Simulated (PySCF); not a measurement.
# C2H10OSi2: the cost of one run

Programs: PySCF 2.14.0, with density-fitted response routines of our own. Each step states its level of theory. These are calculated values for one molecule in the gas phase, unless marked as measured. Atoms are numbered from 0 throughout.

### 1 The starting structure

15 atoms, charge 0, multiplicity 1; geometry from: GFN2-xTB. The atoms were then displaced at random by about 0.01 Å, so the start is not that level's minimum.

Bonds of the start (Å): C0–C1 1.53, C1–Si2 1.93, C1–O3 1.45, O3–Si4 1.59, C0–H5 1.10, C0–H6 1.09, C0–H7 1.06, C1–H8 1.12, Si2–H9 1.46, Si2–H10 1.47, Si2–H11 1.44, Si4–H12 1.45, Si4–H13 1.48, Si4–H14 1.47.

### 2 Optimising the geometry at PBE0-D3(BJ)/def2-SVP

What the job is given:

```
{"job": {"xc": "PBE0", "basis": "def2-SVP", "d3": "d3bj", "grid": 1, "shake": 0.01, "kind": "geom"}, "charge": 0, "multiplicity": 1}
C     -0.829860    -1.299420     0.162750
C     -0.389160     0.149170     0.394850
Si    -1.549740     1.491080    -0.352590
O      0.890060     0.413780    -0.241060
Si     2.303140    -0.289960    -0.079780
H     -1.833260    -1.418950     0.605060
H     -0.908050    -1.473200    -0.908700
H     -0.133550    -1.978570     0.590970
H     -0.249120     0.299980     1.497500
H     -2.862300     1.375970     0.272060
H     -0.952360     2.796920    -0.046660
H     -1.597500     1.265270    -1.778940
H      3.066280     0.625560    -0.905810
H      2.711770    -0.298970     1.342970
H      2.318310    -1.676030    -0.559850
```

Command:

```
$ OMP_NUM_THREADS=1 python probes_run.py task.json out
```

This one command runs all jobs of the session in turn.

**Question.** How long does this first job take on 1 thread of Arm Neoverse V1, shared host, and how much memory does it need?

About 88 s, with a peak of 0.5 GiB.
